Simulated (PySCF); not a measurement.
**CsO at other levels of theory**

Starting from one script, swap the method and compare what comes out for CsO.

Method: method and basis as typed in the scripts; program: PySCF 2.14.0.

5 further runs of the same task are left out: 2 for a known fault of the program, 3 that didn't finish.

### 1 Where the work starts

CsO: 2 atoms, charge 0, spin multiplicity 2.

Bond lengths: Cs1–O2 2.609 Å.

### 2 Base script

input.py reads:

```python
from pyscf import gto, scf, mp

mol = gto.M(
    atom='Cs 0 0 0; O 0 0 2.609',
    basis='def2-svp',
    ecp={'Cs': 'def2-svp'},
    charge=0,
    spin=1,
    verbose=4,
)
mf = scf.UHF(mol)
mf.kernel()
mp.MP2(mf).kernel()
mf.dip_moment()
print('orbital energies (hartree):', [e[max(0, n-3):n+3].round(4) for e, n in zip(mf.mo_energy, mol.nelec)])
```

Command:

```sh
$ OMP_NUM_THREADS=1 python input.py
```

### 3 ROHF

Edit 1 changes SCF type: UHF → ROHF.

input.py reads:

```python
from pyscf import gto, scf, mp

mol = gto.M(
    atom='Cs 0 0 0; O 0 0 2.609',
    basis='def2-svp',
    ecp={'Cs': 'def2-svp'},
    charge=0,
    spin=1,
    verbose=4,
)
mf = scf.ROHF(mol)
mf.kernel()
mp.MP2(mf).kernel()
mf.dip_moment()
print('orbital energies (hartree):', mf.mo_energy[..., max(0, mol.nelec[1]-3):mol.nelec[0]+3].round(4))
```

### 4 Frozen orbitals 1

Edit 2 changes frozen orbitals: none → 1.

input.py: that of step 2 with these lines changed.

```diff
@@ -12,3 +12,3 @@
 mf.kernel()
-mp.MP2(mf).kernel()
+mp.MP2(mf, frozen=1).kernel()
 mf.dip_moment()
```

### 5 SCF alone

Edit 3 changes step after the SCF: mp2 → none.

input.py: that of step 2 with these lines changed.

```diff
@@ -1,2 +1,2 @@
-from pyscf import gto, scf, mp
+from pyscf import gto, scf
 
@@ -12,3 +12,2 @@
 mf.kernel()
-mp.MP2(mf).kernel()
 mf.dip_moment()
```

### 6 Pbesol (UKS)

Edit 4 changes functional: none (Hartree–Fock) → pbesol; SCF type: UHF → UKS; step after the SCF: mp2 → analyze.

input.py: that of step 2 with these lines changed.

```diff
@@ -1,2 +1,2 @@
-from pyscf import gto, scf, mp
+from pyscf import gto, dft
 
@@ -10,5 +10,5 @@
 )
-mf = scf.UHF(mol)
+mf = dft.UKS(mol, xc='pbesol')
 mf.kernel()
-mp.MP2(mf).kernel()
+mf.mulliken_pop()
 mf.dip_moment()
```

Q: Predict the outcome of this session. Wanted: for each run, E(SCF); from base; gap, α spin; SCF dipole; after the SCF.

**Answer**, as computed:

```
              run  E(SCF) (hartree)  from base (eV)  cycles  gap, α spin (eV)  SCF dipole (D)                           after the SCF
             base        -94.603469               0      11              8.87            9.69               MP2 correlation -5.171 eV
             ROHF        -94.599739         +0.1015      14               n/a            9.72               MP2 correlation -5.190 eV
frozen orbitals 1        -94.603469          0.0000      11              8.87            9.69  MP2 correlation -5.116 eV, core frozen
        SCF alone        -94.603469          0.0000      11              8.87            9.69                                     n/a
     pbesol (UKS)        -94.863151  not comparable      11              2.16            7.53                                     n/a
```

Total energies of different functionals can't be compared with each other; differences within one functional can.
